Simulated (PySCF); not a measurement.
# GdH2O (Gd(H2O)3+): the cost of one run

The runs use PySCF 2.14.0; several levels, as the steps say, no spin–orbit coupling.

1 further run of the same task is left out (for a known fault of the program).

## (1) Starting geometry

4 atoms, charge 3, spin multiplicity 1.

Bond lengths: Gd1–O2 2.200 Å, O2–H3 1.002 Å, O2–H4 1.002 Å. Angles: Gd1–O2–H3 128.9°, Gd1–O2–H4 128.9°, H3–O2–H4 102.2°.

Geometry (Å):

```xyz
4
charge 3, multiplicity 1
Gd    0.00000    0.00000   -0.07533
O     0.00000    0.00000    2.12483
H     0.77956    0.00000    2.75426
H    -0.77956    0.00000    2.75426
```

Formal oxidation states: Gd +3. Each metal's 7 4f electrons lie in its core potential, so multiplicities, spins and levels count the valence alone. An earlier session relaxed this geometry at PBE0, Gd lcecp-1-SVP with ECP53, O def2-SVP, H def2-SVP (singlet, point group C2v).

At PBE0 on the finer grid: E = -110.847454 Eh, HOMO -28.07 eV, LUMO -20.62 eV, Mulliken charge on Gd1 +2.56 e, largest force component 0.002 eV/Å. 

Levels to run: TPSS; PBE; PBE0, TZVP. Hardware: 2 threads of Arm Neoverse V2, shared host.

## (2) TPSS

The input, run.py (the lines that set the calculation):

```python
mol = gto.M(atom='''
Gd     0.00000     0.00000    -0.07533
O      0.00000     0.00000     2.12483
H      0.77956     0.00000     2.75426
H     -0.77956     0.00000     2.75426''',
    basis={'Gd': 'lcecp-1-SVP', 'O': 'def2-SVP', 'H': 'def2-SVP'},
    ecp={'Gd': 'lcecp-1-SVP'},
    charge=3, spin=0)
mf = dft.RKS(mol, xc='TPSS')
mf.grids.atom_grid = (75, 302)  # f atoms: unpruned, at least (60, 302)
mf = mf.density_fit()  # fitting sets: Gd AutoAux, O def2-universal-JKFIT, H def2-universal-JKFIT
mf.conv_tol = 1e-08; mf.max_cycle = 55
mf.kernel(dm0)  # dm0: the density of the relaxed state
```

Started as:

```sh
> OMP_NUM_THREADS=2 python run.py
```

**Question.** How long does this run take on 2 threads of Arm Neoverse V2, shared host?

About 2.1 s.
